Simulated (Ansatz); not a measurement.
# Te2Mo: the cost of one run

Computed with Ansatz 0.2.0 (DFT LDA, scalar-relativistic, plane waves, PAW, unless a step's input says otherwise).

3 further runs of the same task are left out: 1 that didn't finish, 2 set aside as unsound or not needed. Runs told in other sessions of the task aren't counted.

## 1. The structure to begin with

The structure is hexagonal, space group P6_3/mmc (No. 194). The conventional cell has a = 3.473 Å, b = 3.473 Å, c = 13.769 Å, α = 90.00°, β = 90.00°, γ = 120.00°. Te (site symmetry 3m) has 3 Mo at 2.69 Å in its first shell of neighbours. Mo (site symmetry -6m2) has 6 Te at 2.69 Å in its first shell of neighbours.

Structure file:

```cif
data_structure
_symmetry_space_group_name_H-M 'P 1'
_symmetry_Int_Tables_number 1
_cell_length_a 3.4729
_cell_length_b 3.4729
_cell_length_c 13.7687
_cell_angle_alpha 90.000
_cell_angle_beta 90.000
_cell_angle_gamma 120.000
_cell_volume 143.82
loop_
_atom_site_label
_atom_site_type_symbol
_atom_site_fract_x
_atom_site_fract_y
_atom_site_fract_z
_atom_site_occupancy
Te1 Te 0.33333 0.66667 0.61954 1
Te2 Te 0.66667 0.33333 0.11954 1
Te3 Te 0.66667 0.33333 0.38046 1
Te4 Te 0.33333 0.66667 0.88046 1
Mo1 Mo 0.33333 0.66667 0.25000 1
Mo2 Mo 0.66667 0.33333 0.75000 1
```

It goes back to an entry of the Materials Project.

This cell was relaxed beforehand with the same method: volume 23.97 Å³/atom, gap on the mesh 0.70 eV.

## 2. Band edges and mean potential of the bulk

File input.yaml:

```yaml
crystal:
  lattice:
    - [3.472889662, 0.0, 0.0]
    - [-1.736444831, 3.0076106718, 0.0]
    - [0.0, 0.0, 13.7686842007]
  atoms:
    - { symbol: Te, position: [0.3333333333, 0.6666666667, 0.6195394942] }
    - { symbol: Te, position: [0.6666666667, 0.3333333333, 0.1195394942] }
    - { symbol: Te, position: [0.6666666667, 0.3333333333, 0.3804605058] }
    - { symbol: Te, position: [0.3333333333, 0.6666666667, 0.8804605058] }
    - { symbol: Mo, position: [0.3333333333, 0.6666666667, 0.25] }
    - { symbol: Mo, position: [0.6666666667, 0.3333333333, 0.75] }
basis:
  ecutwfc: 420
kpoints:
  mp_grid: { grid: [12, 12, 2] }
  band_path: { path: [VBM, CBM], npoints: 2 }
hamiltonian:
  xc: lda
scf:
  occupations: { method: gaussian, width: 0.02 }
output:
  forces: true
  stress: true
  eigenvalues: true
  write_density: true
  write_potential: true
  elf: true
  volumetric_format: npy
```

Run with:

```bash
> ansatz run input.yaml --threads 8 --pin off --max-ram 28672MiB --backend cpu --events-out ev --progress --plain --runs-dir out
```

Q: Estimate wall time and peak memory on 8 threads of Intel Xeon Platinum 8259CL at 2.50GHz (Skylake/Cascade Lake), shared host.

About 7.9 s, with a peak of 0.82 GiB.
